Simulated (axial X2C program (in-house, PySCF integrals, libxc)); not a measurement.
**SbCo: properties at the nuclei**

Aim: properties at the nuclei of SbCo, with spin–orbit coupling in the Hamiltonian from the start.

Computed with an in-house X2C program for linear molecules on PySCF integrals. Level: two-component X2C with atomic mean-field terms, Sb dyall-cv3z, Co dyall-cv3z.

All values are calculated.

### Step 1. The job

Input file task.json:

```json
{"zs": [51, 27], "q": 0, "bas": ["dyall-cv3z", "dyall-cv3z"], "r0": 2.51, "levels": ["PBE0", "HF", "PBE", "B3LYP", "TPSSh"], "nst": 3}
```

Keys: zs atomic numbers; q charge; bas basis sets; r0 starting distance in Å; levels methods (HF also brings MP2); nst determinants followed.

Command:

```sh
$ python soeom.py task.json out
```

After this run come: Expectation values, lowest determinant; Expectation values, a higher determinant; Expectation values, a higher determinant.

Q: Predict the outcome of this session. Wanted: lowest determinant; Eeff magnitude; Ws magnitude Sb; A∥/gI Sb; qzz Sb; higher determinant (for each run or level that gives them).

The runs gave:

```
                                        quantity                                                         value
                              lowest determinant                Ω = 4 (excess of +ω over −ω: ω = 3/2, ω = 5/2)
                    Eeff magnitude (GV/cm), PBE0                                                          1.37
                     Ws magnitude Sb (kHz), PBE0                                                         0.199
                            A∥/gI Sb (MHz), PBE0                                                          -212
                             qzz Sb (a.u.), PBE0                                                         -2.50
                              higher determinant  Ω = 5 (excess of +ω over −ω: ω = -1/2, 2 × ω = 3/2, ω = 5/2)
Eeff magnitude (GV/cm), PBE0, higher determinant                                                         0.867
 Ws magnitude Sb (kHz), PBE0, higher determinant                                                        0.0947
        A∥/gI Sb (MHz), PBE0, higher determinant                                                          -133
         qzz Sb (a.u.), PBE0, higher determinant                                                         -2.00
                              higher determinant               Ω = 2 (excess of +ω over −ω: ω = -1/2, ω = 5/2)
Eeff magnitude (GV/cm), PBE0, higher determinant                                                           0.2
 Ws magnitude Sb (kHz), PBE0, higher determinant                                                        0.0112
        A∥/gI Sb (MHz), PBE0, higher determinant                                                          -305
         qzz Sb (a.u.), PBE0, higher determinant                                                          0.36
```

What this shows: In the first state, the effective field runs from 0.917 to 2.92 GV/cm over the mean-field levels, so the levels don't agree on it. The expectation values come from single determinants, which for open shells can mix terms of unlike spin or miss the lowest Ω, so a determinant need not be a state. Eeff is the effective electric field on the electron dipole moment in this Ω state and Ws the scalar–pseudoscalar constant (defined with the proton number Z and per Ω); A∥ is the parallel hyperfine constant, which follows by multiplying with the nuclear g factor gI = μI/(I μN); qzz is the electric field gradient, eQq0 = 234.96 MHz × Q/barn × qzz; μ is positive if Co is the positive end. The operators were transformed with the bare-nucleus X2C matrices.
